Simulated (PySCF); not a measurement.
# C10H15: the cost of one run

Programs: PySCF 2.14.0, with density-fitted response routines of our own. Each step states its level of theory. These are calculated values for one molecule, in the gas phase or a continuum, unless marked as measured. Atoms are numbered from 0 throughout.

## (1) The starting structure

25 atoms, charge 1, multiplicity 1; geometry from: GFN2-xTB. The atoms were then displaced at random by about 0.01 Å, so the start is not that level's minimum.

Bonds of the start (Å): C0–C1 1.37, C1–C2 1.47, C2–C3 1.52, C3–C4 1.60, C4–C5 1.53, C5–C6 1.52, C6–C7 1.52, C7–C8 1.52, C3–C9 1.44, C9–C0 1.41, C8–C4 1.56, C0–H10 1.06, C1–H11 1.08, C2–H12 1.10, C2–H13 1.08, C3–H14 1.08, C4–H15 1.11, C5–H16 1.09, C5–H17 1.08, C6–H18 1.09, C6–H19 1.10, C7–H20 1.11, C7–H21 1.11, C8–H22 1.07, C8–H23 1.07, C9–H24 1.07.

## (2) Relaxing the molecule at PBE0-D3(BJ)/def2-SVP

Job settings and geometry (Å):

```
{"job": {"xc": "PBE0", "basis": "def2-SVP", "d3": "d3bj", "grid": 1, "shake": 0.01, "kind": "geom"}, "charge": 1, "multiplicity": 1}
C      2.833630     0.244690     1.080800
C      2.465900    -1.012360     0.677980
C      1.386130    -0.982040    -0.322700
C      1.119180     0.504380    -0.500330
C     -0.407410     0.899740    -0.238200
C     -1.353160     0.292430    -1.279060
C     -2.519660    -0.263710    -0.472620
C     -1.878120    -0.704150     0.834050
C     -0.908730     0.419970     1.162420
C      2.025380     1.174510     0.397290
H      3.561950     0.517700     1.806520
H      2.930720    -1.914720     1.050960
H      0.506900    -1.547470     0.012950
H      1.699260    -1.476110    -1.231800
H      1.252580     0.821610    -1.528790
H     -0.442620     2.009510    -0.268760
H     -0.857210    -0.516030    -1.811330
H     -1.674870     1.028220    -2.007770
H     -3.258000     0.518470    -0.275670
H     -3.061400    -1.062970    -0.989890
H     -2.639010    -0.839930     1.625600
H     -1.373090    -1.688220     0.697760
H     -1.434830     1.243210     1.606070
H     -0.109660     0.109540     1.806080
H      2.088530     2.235800     0.503860
```

Launch:

```bash
OMP_NUM_THREADS=1 python probes_run.py task.json out
```

This one command runs all jobs of the session in turn.

Q: Estimate the wall time and peak memory of this first job on 1 thread of Arm Neoverse N1, shared host.

About 8.3 min, with a peak of 0.94 GiB.
